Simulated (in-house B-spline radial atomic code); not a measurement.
# W¹³⁺: ionisation energy by several methods

Aim: the ionisation energy of W¹³⁺ by several methods, each as the difference of two self-consistent energies (W¹³⁺ and the next ion, [Kr] 4d10 4f12 5s2).

Method: non-relativistic, several functionals, spin-polarised, exact exchange averaged over the configuration; spherical all-electron atom at the radial basis limit. Code: in-house B-spline radial atomic code version 1.

## 1. What is computed

* element: tungsten (Z = 74)
* charge: +13
* electrons: 61
* configuration: [Kr] 4d10 4f13 5s2
* nucleus: point

The outer shells:

[Kr] 4d10 4f13 5s2
```
[Kr] core
4d [↑↓][↑↓][↑↓][↑↓][↑↓]
4f [↑↓][↑↓][↑↓][↑↓][↑↓][↑↓][↑ ]
5s [↑↓]
```

Where spins are not typed, each open shell is filled with up spins first.

## 2. r2SCAN0

Settings, as recorded:

```ini
Z = 74
electrons = 61.0
configuration = [Kr] 4d10 4f13 5s2
hamiltonian = nr
method = r2scan0
spin_polarised = True
exact_exchange = averaged over the configuration
```

Started as:

```
$ python run_scf.py task.json out
```

One command runs all members of the session, one after another, from task.json.

Main fields of the result record, rounded:

```text
status: converged
scf [iteration, energy, orbital gradient]:
  - [1, -15237.4225022, 0.163]
  - [2, -15237.4361996, 0.00361]
  - [3, -15237.4363419, 0.00164]
  - [4, -15237.4363488, 0.000742]
  - [5, -15237.4363505, 9.52e-05]
  - [6, -15237.4363505, 7.77e-06]
  - [7, -15237.4363505, 6.32e-07]
energy [hartree]: {"total": -15237.4363505, "kinetic": 15233.9252587, "nuclear": -35719.795128, "coulomb": 5546.73087713, "exact_exchange": -73.5293441478, "xc": -224.768014126}
orbitals [hartree, bohr; first row names the columns]:
  - ["name", "occ", "eps", "<r>", "<r^2>", "<1/r>", "r_max", "density_at_nucleus", "spin_orbit_zeta"]
  - ["1s up", 1.0, -2359.3619, 0.020473, 0.00056016, 73.447, 0.013583, 127080.0, "-"]
  - ["1s down", 1.0, -2359.3621, 0.020473, 0.00056016, 73.447, 0.013583, 127080.0, "-"]
  - ["2s up", 1.0, -397.49916, 0.086456, 0.0087631, 17.242, 0.07395, 13989.0, "-"]
  - ["2s down", 1.0, -397.49791, 0.086455, 0.0087629, 17.243, 0.07395, 13989.0, "-"]
  - ["2p up", 3.0, -381.1251, 0.073174, 0.0064862, 17.256, 0.057462, "-", 27.142]
  - ["2p down", 3.0, -381.1243, 0.073173, 0.0064861, 17.256, 0.057461, "-", 27.142]
  - ["3s up", 1.0, -98.588423, 0.21929, 0.054801, 6.6439, 0.20299, 3094.5, "-"]
  - ["3s down", 1.0, -98.544435, 0.21924, 0.054776, 6.6457, 0.20296, 3096.3, "-"]
  - ["3p up", 3.0, -90.992002, 0.20955, 0.050759, 6.5837, 0.19141, "-", 5.8032]
  - ["3p down", 3.0, -90.950537, 0.20949, 0.050731, 6.5856, 0.19138, "-", 5.8068]
  - ["3d up", 5.0, -76.911945, 0.18395, 0.03955, 6.4966, 0.15124, "-", 0.91441]
  - ["3d down", 5.0, -76.8785, 0.18388, 0.039517, 6.4986, 0.15121, "-", 0.91506]
  - ["4s up", 1.0, -27.39388, 0.48653, 0.26645, 2.8747, 0.45608, 748.31, "-"]
  - ["4s down", 1.0, -27.332451, 0.48668, 0.26661, 2.8731, 0.45611, 747.23, "-"]
  - ["4p up", 3.0, -24.17143, 0.49336, 0.27597, 2.7809, 0.45715, "-", 1.3262]
  - ["4p down", 3.0, -24.107506, 0.49355, 0.27618, 2.7792, 0.4572, "-", 1.3239]
  - ["4d up", 5.0, -18.326937, 0.50689, 0.29606, 2.5929, 0.45339, "-", 0.18122]
  - ["4d down", 5.0, -18.254959, 0.50726, 0.2965, 2.5905, 0.45349, "-", 0.18075]
  - ["4f up", 7.0, -10.647637, 0.54387, 0.35383, 2.2397, 0.41708, "-", 0.027395]
  - ["4f down", 6.0, -10.589341, 0.5451, 0.35565, 2.2361, 0.41748, "-", 0.027307]
  - ["5s up", 1.0, -10.331344, 1.035, 1.189, 1.2858, 0.98659, 172.7, "-"]
  - ["5s down", 1.0, -10.312482, 1.0365, 1.1924, 1.2831, 0.9878, 171.73, "-"]
sum_r [bohr^k]: {"-1": 482.6999, "1": 22.34154, "2": 13.01139}
density_at_nucleus [bohr^-3]: 290164.8
spin_density_at_nucleus [bohr^-3]: 0.15748
mass_velocity [hartree]: -2531.764
darwin [hartree]: 1796.085
radius_at_0.001 [bohr]: 2.046
radius_enclosing_fraction [bohr]: {"0.5": 0.3103, "0.9": 0.7314, "0.99": 1.267}
slater [hartree]:
  F0(4f up,4f up): 1.6754
  F2(4f up,4f up): 0.83652
  F4(4f up,4f up): 0.53356
  F6(4f up,4f up): 0.38644
  F0(4f up,4f down): 1.6737
  F2(4f up,4f down): 0.8353
  F4(4f up,4f down): 0.5327
  F6(4f up,4f down): 0.38579
  F0(4f up,5s up): 1.0434
  G3(4f up,5s up): 0.12601
  F0(4f up,5s down): 1.042
  F0(4f down,4f down): 1.6719
  F2(4f down,4f down): 0.83408
  F4(4f down,4f down): 0.53185
  F6(4f down,4f down): 0.38515
  F0(4f down,5s up): 1.0429
  F0(4f down,5s down): 1.0416
  G3(4f down,5s down): 0.12623
  F0(5s up,5s up): 0.86671
  F0(5s up,5s down): 0.86607
  F0(5s down,5s down): 0.86543
ionisation_energy [hartree]: 11.0264225
```

It took 0.9 s on 1 thread, shared host.

The run also solves the next ion with the same method; the record keeps the difference, ionisation_energy. radius_at_0.001 is where the density falls to 0.001 electrons per bohr³. Meta-GGA runs start from a PBE run whose iterations are not counted.

Radial density 4πr²n(r) and radial functions P(r) = rR(r):

```csv
r (bohr),4πr²n,4f down,5s down
0.00167,7.943,0.0000,0.0684
0.00250,15.74,0.0000,0.0960
0.00375,29.46,0.0000,0.1304
0.00561,50.14,0.0000,0.1673
0.00841,74.92,0.0000,0.1956
0.0126,92.78,0.0002,0.1918
0.0189,92.39,0.0008,0.1213
0.0283,86.51,0.0036,-0.0397
0.0424,108.0,0.0145,-0.2462
0.0635,131.5,0.0519,-0.3156
0.0952,109.8,0.1622,-0.0316
0.143,116.3,0.4218,0.4163
0.214,99.47,0.8524,0.2642
0.320,64.22,1.2784,-0.5188
0.480,72.07,1.3544,-0.4617
0.719,28.61,0.9677,0.7253
1.08,5.957,0.4266,1.1693
1.62,0.5584,0.0911,0.4737
2.42,0.005124,0.0062,0.0484
3.63,1.064e-06,0.0001,0.0007
```

Clear maxima of the radial density (full grid of the record): 0.015, 0.064, 0.17, 0.39 bohr.

X-ray form factor of the spherical density:

```csv
sinθ/λ (1/Å),f (electrons)
0,61.000
0.1,60.056
0.2,57.394
0.3,53.455
0.4,48.794
0.6,39.210
0.8,31.058
1,24.971
1.4,17.955
1.8,14.572
2.5,10.435
4,5.321
6,3.411
```

## 3. HSE06

Changes to the settings of step 2:

```diff
@@ -4,3 +4,3 @@
 hamiltonian = nr
-method = r2scan0
+method = hse06
 spin_polarised = True
```

Main fields:

```text
status: converged
scf [iteration, energy, orbital gradient]:
  - [1, -15115.4479728, 2.7]
  - [2, -15175.270701, 2.39]
  - [3, -15233.7673274, 0.471]
  - [4, -15236.7002005, 0.123]
  - [5, -15236.77989, 0.0391]
  - [6, -15236.7922975, 0.0229]
  - [7, -15236.7995849, 0.000406]
  - [8, -15236.799587, 3.3e-05]
  - [9, -15236.799587, 1.31e-06]
  - [10, -15236.799587, 3.61e-08]
energy [hartree]: {"total": -15236.799587, "kinetic": 15233.2914092, "nuclear": -35718.7161986, "coulomb": 5546.25583342, "exact_exchange": -72.5859365737, "xc": -225.04469449}
orbitals [hartree, bohr; first row names the columns]:
  - ["name", "occ", "eps", "<r>"]
  - ["1s up", 1.0, -2357.1885, 0.02047]
  - ["1s down", 1.0, -2357.1887, 0.02047]
  - ["2s up", 1.0, -396.45022, 0.086461]
  - ["2s down", 1.0, -396.44869, 0.08646]
  - ["2p up", 3.0, -380.23956, 0.073163]
  - ["2p down", 3.0, -380.23868, 0.073162]
  - ["3s up", 1.0, -98.106238, 0.21944]
  - ["3s down", 1.0, -98.070044, 0.2194]
  - ["3p up", 3.0, -90.586297, 0.20961]
  - ["3p down", 3.0, -90.5519, 0.20957]
  - ["3d up", 5.0, -76.635529, 0.18389]
  - ["3d down", 5.0, -76.607143, 0.18383]
  - ["4s up", 1.0, -27.130475, 0.48687]
  - ["4s down", 1.0, -27.077521, 0.48698]
  - ["4p up", 3.0, -23.959137, 0.49355]
  - ["4p down", 3.0, -23.904011, 0.4937]
  - ["4d up", 5.0, -18.198739, 0.5069]
  - ["4d down", 5.0, -18.136051, 0.50722]
  - ["4f up", 7.0, -10.609442, 0.54441]
  - ["4f down", 6.0, -10.560824, 0.54545]
  - ["5s up", 1.0, -10.319579, 1.0357]
  - ["5s down", 1.0, -10.303145, 1.0368]
sum_r [bohr^k]: {"-1": 482.6854, "1": 22.35005, "2": 13.02802}
ionisation_energy [hartree]: 11.0162304
```

Run time: 1.9 s. Hardware: 1 thread, shared host.

## 4. B3LYP

Changes to the settings of step 3:

```diff
@@ -4,3 +4,3 @@
 hamiltonian = nr
-method = hse06
+method = b3lyp
 spin_polarised = True
```

Main fields:

```text
status: converged
scf [iteration, energy, orbital gradient]:
  - [1, -15116.2612989, 2.7]
  - [2, -15174.7677063, 2.42]
  - [3, -15234.5655241, 0.465]
  - [4, -15237.4774014, 0.12]
  - [5, -15237.5590409, 0.0365]
  - [6, -15237.5690426, 0.0229]
  - [7, -15237.5760637, 0.000464]
  - [8, -15237.5760678, 2.64e-05]
  - [9, -15237.5760679, 1.17e-06]
  - [10, -15237.5760679, 2.7e-08]
energy [hartree]: {"total": -15237.5760679, "kinetic": 15233.8618046, "nuclear": -35719.1350834, "coulomb": 5546.11584242, "exact_exchange": -58.8080819467, "xc": -239.610549521}
orbitals [hartree, bohr; first row names the columns]:
  - ["name", "occ", "eps", "<r>"]
  - ["1s up", 1.0, -2356.2466, 0.020471]
  - ["1s down", 1.0, -2356.2467, 0.020471]
  - ["2s up", 1.0, -396.06819, 0.086468]
  - ["2s down", 1.0, -396.06653, 0.086467]
  - ["2p up", 3.0, -379.95455, 0.073155]
  - ["2p down", 3.0, -379.95358, 0.073155]
  - ["3s up", 1.0, -97.916893, 0.21952]
  - ["3s down", 1.0, -97.882277, 0.21948]
  - ["3p up", 3.0, -90.433917, 0.20964]
  - ["3p down", 3.0, -90.401141, 0.2096]
  - ["3d up", 5.0, -76.519937, 0.18388]
  - ["3d down", 5.0, -76.493229, 0.18383]
  - ["4s up", 1.0, -27.025874, 0.48708]
  - ["4s down", 1.0, -26.975197, 0.48719]
  - ["4p up", 3.0, -23.874629, 0.49363]
  - ["4p down", 3.0, -23.822368, 0.49379]
  - ["4d up", 5.0, -18.141231, 0.50695]
  - ["4d down", 5.0, -18.08321, 0.50725]
  - ["4f up", 7.0, -10.586814, 0.54477]
  - ["4f down", 6.0, -10.540288, 0.54576]
  - ["5s up", 1.0, -10.335048, 1.0358]
  - ["5s down", 1.0, -10.31857, 1.0369]
sum_r [bohr^k]: {"-1": 482.691, "1": 22.35633, "2": 13.04117}
ionisation_energy [hartree]: 11.0204829
```

It took 0.68 s on 1 thread, shared host.

## 5. The ladder

| method | rung | total energy (hartree) | ΔSCF (eV) | −ε highest (eV) | ΔSCF less tabulated (eV) |
| --- | --- | --- | --- | --- | --- |
| r2SCAN0 | global hybrid | -15237.4364 | 300.04 | 280.62 (5s down) | +9.34 |
| B3LYP | global hybrid | -15237.5761 | 299.88 | 280.78 (5s down) | +9.18 |
| HSE06 | range-separated hybrid | -15236.7996 | 299.77 | 280.36 (5s down) | +9.07 |

**Reading.** Against the tabulated ionisation energy, 290.7 ± 1.2 eV (semi-empirical; NIST Atomic Spectra Database), the best here is HSE06 (+9.07 eV) and the worst r2SCAN0 (+9.34 eV, or 3.2 %). All methods miss on the same side by much the same amount, which points to something that they share. These runs lack relativity altogether, which can outweigh the gaps between the methods, so the nearest may be so by luck. These runs leave out relativity, which matters at this nuclear charge. Open shells are averaged (over orientations, and over spins where the run is restricted), while tables refer to the lowest levels. ΔSCF removes a 4f electron, which is never the highest level here, so the two columns refer to different electrons.

What each method cost (CPU seconds, one thread, shared host; runs marked * also made radial tables):

| method | CPU time | miss (eV) |
| --- | --- | --- |
| B3LYP | 0.67 s | +9.18 |
| r2SCAN0* | 0.9 s | +9.34 |
| HSE06 | 1.9 s | +9.07 |
